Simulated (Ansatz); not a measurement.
# Cl: the cost of one run

Method: DFT PBE+D3(BJ), plane waves, PAW, scalar-relativistic, no spin polarisation, in Ansatz 0.2.0.

## Step 1: The system as given

The cell holds 16 atoms (Cl16): a = 8.434 Å, b = 8.434 Å, c = 8.434 Å, α = 90.00°, β = 90.00°, γ = 90.00°.

Structure file:

```
CELL_PARAMETERS angstrom
8.43433 0.00000 0.00000
0.00000 8.43433 0.00000
0.00000 0.00000 8.43433
ATOMIC_POSITIONS crystal
Cl 0.47521 0.20216 0.46957
Cl 0.44214 0.15736 0.23723
Cl 0.02395 0.42853 0.38294
Cl 0.94945 0.48784 0.60206
Cl 0.71782 0.85157 0.21358
Cl 0.64244 0.71351 0.03376
Cl 0.41415 0.40282 0.84357
Cl 0.47632 0.57259 0.68739
Cl 0.65372 0.09621 0.91435
Cl 0.59467 0.94193 0.74175
Cl 0.13589 0.93571 0.09877
Cl 0.16718 0.01082 0.87414
Cl 0.31072 0.63876 0.25476
Cl 0.36643 0.81295 0.40850
Cl 0.00676 0.63956 0.93191
Cl 0.94778 0.76709 0.73868
```

## Step 2: Preparing the start

The input, input.yaml:

```yaml
crystal:
  lattice:
    - [8.434327, 0.0, 0.0]
    - [0.0, 8.434327, 0.0]
    - [0.0, 0.0, 8.434327]
  atoms:
    - { symbol: Cl, position: [0.4752075, 0.2021635, 0.4695693] }
    - { symbol: Cl, position: [0.4421387, 0.1573626, 0.2372345] }
    - { symbol: Cl, position: [1.0239509, 0.4285304, 0.3829398] }
    - { symbol: Cl, position: [0.9494524, 0.4878443, 0.602056] }
    - { symbol: Cl, position: [0.7178199, 0.8515732, 0.2135828] }
    - { symbol: Cl, position: [0.6424358, 0.7135079, 0.0337627] }
    - { symbol: Cl, position: [0.4141519, 0.4028159, 0.8435705] }
    - { symbol: Cl, position: [0.4763242, 0.5725916, 0.6873947] }
    - { symbol: Cl, position: [0.6537242, 0.0962115, 0.9143458] }
    - { symbol: Cl, position: [0.5946668, -0.0580714, 0.7417506] }
    - { symbol: Cl, position: [0.135888, 0.935708, 1.0987739] }
    - { symbol: Cl, position: [0.1671818, 1.0108167, 0.8741421] }
    - { symbol: Cl, position: [0.3107168, 0.6387608, 0.2547595] }
    - { symbol: Cl, position: [0.3664291, 0.8129466, 0.408498] }
    - { symbol: Cl, position: [1.0067608, 0.6395648, 0.9319118] }
    - { symbol: Cl, position: [0.9477786, 0.7670911, 0.7386808] }
basis:
  ecutwfc: 420.0
kpoints:
  mp_grid: { grid: [1, 1, 1] }
hamiltonian:
  xc: pbe
  dispersion: d3bj
scf:
  occupations: { method: fermi_dirac, width: 0.05 }
  lower_state_search: "off"
relax:
  f_tol: 0.3
  max_steps: 15
  adjacent_minimum: "off"
```

On the command line:

```bash
$ ansatz run input.yaml --threads 1 --pin off --max-ram 3072MiB --backend cpu --events-out ev --progress --plain --runs-dir out
```

Q: Estimate wall time and peak memory on 1 thread of Arm Neoverse V1, shared host.

About 39 s, with a peak of 0.47 GiB.
